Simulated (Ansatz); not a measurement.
**La2Pd2Pb: a short molecular-dynamics run**

A trajectory of La2Pd2Pb, a randomly packed cell with 10 atoms that was not relaxed first: 40 steps of 1 fs at constant energy, with velocities drawn for 300 K.

Method: DFT PBE, plane waves, PAW, scalar-relativistic, no spin polarisation, in Ansatz 0.2.0.

**1. Starting point**

The cell holds 10 atoms (La4Pb2Pd4): a = 6.804 Å, b = 6.927 Å, c = 5.655 Å, α = 96.57°, β = 87.55°, γ = 77.76°.

Coordinates:

```cif
data_structure
_symmetry_space_group_name_H-M 'P 1'
_symmetry_Int_Tables_number 1
_cell_length_a 6.8040
_cell_length_b 6.9272
_cell_length_c 5.6546
_cell_angle_alpha 96.568
_cell_angle_beta 87.547
_cell_angle_gamma 77.764
_cell_volume 258.13
loop_
_atom_site_label
_atom_site_type_symbol
_atom_site_fract_x
_atom_site_fract_y
_atom_site_fract_z
_atom_site_occupancy
Pd1 Pd 0.27744 0.09983 0.16082 1
Pd2 Pd 0.30687 0.73179 0.02287 1
Pd3 Pd 0.54972 0.83466 0.33245 1
Pd4 Pd 0.44467 0.39715 0.15880 1
Pb1 Pb 0.02650 0.44840 0.15923 1
Pb2 Pb 0.49872 0.25805 0.69620 1
La1 La 0.81524 0.12860 0.28432 1
La2 La 0.67024 0.85210 0.82703 1
La3 La 0.17644 0.00111 0.65580 1
La4 La 0.09827 0.52372 0.66289 1
```

**2. Molecular dynamics**

File input.yaml:

```yaml
crystal:
  lattice:
    - [6.77985, 0.571438, 0.034163]
    - [0.893362, 6.856978, 0.411778]
    - [0.301386, -1.026082, 5.552532]
  atoms:
    - { symbol: Pd, position: [0.277442, 0.099835, 0.160815] }
    - { symbol: Pd, position: [0.30687, 0.731788, 0.022872] }
    - { symbol: Pd, position: [0.549717, 0.834658, 0.332451] }
    - { symbol: Pd, position: [0.444671, 0.397151, 0.1588] }
    - { symbol: Pb, position: [0.0265, 0.448401, 0.159229] }
    - { symbol: Pb, position: [0.498722, 0.258049, 0.696205] }
    - { symbol: La, position: [0.815236, 0.128603, 0.284324] }
    - { symbol: La, position: [0.670236, 0.8521, 0.82703] }
    - { symbol: La, position: [0.176437, 0.001113, 0.655805] }
    - { symbol: La, position: [0.098267, 0.523719, 0.662891] }
kpoints:
  mp_grid: { grid: [2, 2, 3] }
magnetization:
  spin_polarized: false
scf:
  occupations: { method: cold, width: 0.15 }
hamiltonian:
  pseudopotentials: { kind: paw }
  xc: pbe
basis:
  ecutwfc: 420
md:
  timestep: 1.0
  n_steps: 40
  ensemble: nve
  temperature: 300.0
  initial_velocities: maxwell_boltzmann
  seed: 354708
```

On the command line:

```sh
ansatz run input.yaml --threads 2 --pin off --max-ram 2560MiB --backend cpu --events-out ev --progress --plain --runs-dir out
```

**Question.** What will these runs give? Wanted: temperature, first and last step; temperature, second half; potential energy, second half; largest change of the total energy; mean square displacement, second half.

As calculated:

| quantity | value |
| --- | --- |
| length | 40 steps of 1 fs |
| temperature, first and last step | 300 and 879 K |
| temperature, second half | mean 621 K, from 404 to 879 K |
| potential energy, second half | -37 meV/atom from the start |
| largest change of the total energy | 0.01 meV/atom |
| mean square displacement, second half | Pd 0.008, Pb 0.006, La 0.003 Å² |

What this shows: The temperature starts at 300 K and averages 621 K in the second half, where it still rises, from 404 to 879 K; the start was no minimum (force components up to 2.0 eV/Å), and the potential energy that it sheds (37 meV/atom) turns into motion. The total energy strays from its start by at most 0.01 meV/atom, under 0.1 % of the mean kinetic energy, which is good for a step of 1 fs. Over the second half Pd atoms stand 0.1 Å (root mean square) from where they began, and the farthest move is 0.1 Å. A run of 40 fs with 10 atoms shows the motion but fixes no equilibrium value. The k-mesh is coarse.
